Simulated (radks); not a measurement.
**The Coulomb parameter U of the 4f shell of Tb**

One table from this session's results is given with a row withheld; the runs are named, their logs left out.

Program: radks (a radial shooting solver on a logarithmic mesh, Libxc functionals) version 1. Level of theory: scalar-relativistic Kohn-Sham, LDA (Slater exchange, Perdew-Wang correlation), spin-unpolarised, spherical densities, point nucleus. These are calculated values, not measurements, unless marked.

### Starting point

- element: terbium (Z = 65)
- charge: 0
- electrons: 65
- configuration: [Xe] 4f8 5d1 6s2

Outer shells as boxes (Hund's rule):

Tb
```
[Xe] core
4f [↑↓][↑ ][↑ ][↑ ][↑ ][↑ ][↑ ]
5d [↑ ][  ][  ][  ][  ]
6s [↑↓]
```

The first run:

The run's settings:

```text
Z 65
configuration [Xe] 4f8 5d1 6s2
relativity scalar-relativistic
functional lda,pw
spin unpolarised
nucleus point
c 137.035999084
```

Steps of the session up to this table: Start: [Xe] 4f8 5d1 6s2.

One table of the session follows, with a row left open; its other results are not shown here.

It belongs to the step «Start: [Xe] 4f8 5d1 6s2». From the orbitals of this run (lengths in bohr):

| level | <r> | outermost maximum (interpolated) | 90 % within | nodes |
| --- | --- | --- | --- | --- |
| 4s | 0.5412 | 0.505 | 0.778 | 3 |
| 4p | 0.5730 | 0.527 | 0.834 | 2 |
| 4d | 0.6217 | 0.546 | 0.934 | 1 |
| 5s | 1.306 | 1.17 | 1.88 | 4 |
| 5p | 1.535 | 1.33 | 2.26 | 3 |
| 4f | 0.8403 | 0.549 | 1.44 | 0 |
| 6s | 3.897 | 3.29 | 5.77 | 5 |
| 5d | ? | ? | ? | ? |

Q: Estimate the row for 5d from the others.

**Answer.** <r>: 2.823; outermost maximum (interpolated): 1.95; 90 % within: 4.66; nodes: 2. In the column «<r>» it lies between 5p (1.535) and 6s (3.897).
